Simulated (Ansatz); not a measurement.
What does this script print? It uses the Python package of Ansatz (0.2.0).

`b2brh3.py`
```python
"""Vertical and adiabatic ionisation of B2BrH3."""

import itertools
import warnings

import ansatz as az
from ase import Atoms
from ase.data import atomic_numbers, covalent_radii
import numpy as np

warnings.simplefilter("ignore", az.DeckWarning)

atoms = Atoms(["B", "B", "Br", "H", "H", "H"], positions=[
    [-0.2259, -0.0451, -0.8555],
    [0.3019, -0.2047, 0.67],
    [-0.07, 1.1946, 2.048],
    [-0.8174, 0.9785, -1.1489],
    [-0.0688, -0.8325, -1.705],
    [0.9223, -1.1548, 0.9452],
])
mol = az.Crystal.molecule_from_ase(atoms)

setup = (
    mol.calculation()
    .basis(gaussian="def2-SVP")  # the orbital basis, by name
    .functional("r2SCAN", dispersion="d4")
    .accuracy("medium")  # preset for grids and thresholds
    .scf(lower_state_search="standard")
)
symbols = [site.symbol for site in mol.cartesian_sites]
start = np.array([site.position_ang for site in mol.cartesian_sites], dtype=float)
data = setup.relax(force_tolerance=0.01).run().report
end = np.array(data["positions_ang"])

minimum = az.Crystal.molecule()
for symbol, place in zip(symbols, end):
    minimum = minimum.atom(symbol, place.tolist())
ion = (
    minimum.calculation()
    .basis(gaussian="def2-SVP")
    .functional("r2SCAN", dispersion="d4")
    .accuracy("medium")  # preset for grids and thresholds
    .scf(lower_state_search="standard")
    .charge(1)  # electrons removed from the neutral system
    .spin("collinear", total=1)
)
vertical = ion.run().report
settled = ion.relax(force_tolerance=0.01, max_steps=80).run().report
print(f"vertical ionisation energy   {vertical['free_energy_ev'] - data['free_energy_ev']:.3f} eV")
print(f"adiabatic, no zero point     {settled['free_energy_ev'] - data['free_energy_ev']:.3f} eV")
print(f"relaxation energy of the ion {vertical['free_energy_ev'] - settled['free_energy_ev']:.3f} eV")
ionised = np.array(settled["positions_ang"])
# pairs closer than 1.2 times the sum of covalent radii, before or after
radius = [covalent_radii[atomic_numbers[s]] for s in symbols]
span = lambda where, i, j: np.linalg.norm(where[i] - where[j])
bonded = [(i, j) for i, j in itertools.combinations(range(len(symbols)), 2) if min(span(end, i, j), span(ionised, i, j)) < 1.2 * (radius[i] + radius[j])]
print("pair        before    after (A)")
for i, j in bonded:
    print(f"{symbols[i]}{i}-{symbols[j]}{j}".ljust(10), f"{span(end, i, j):8.4f} {span(ionised, i, j):8.4f}")
```

```console
$ python b2brh3.py
vertical ionisation energy   10.141 eV
adiabatic, no zero point     9.692 eV
relaxation energy of the ion 0.449 eV
pair        before    after (A)
B0-B1        1.6529   1.7350
B0-H3        1.2103   1.2024
B0-H4        1.2103   1.2027
B1-Br2       1.9304   1.8006
B1-H5        1.2040   1.2285
```

Caveats:
- These settings explore the input space; basis and method may be short of convergence.
- The energies are electronic: no zero-point or thermal terms, and the basis set is short of its limit. The product may relax into another structure. Each relaxation finds its nearest minimum, which needn't be the lowest.
- Finished in 2.1 min on 1 thread of Arm Neoverse V2 (shared host), peak memory 0.26 GiB.
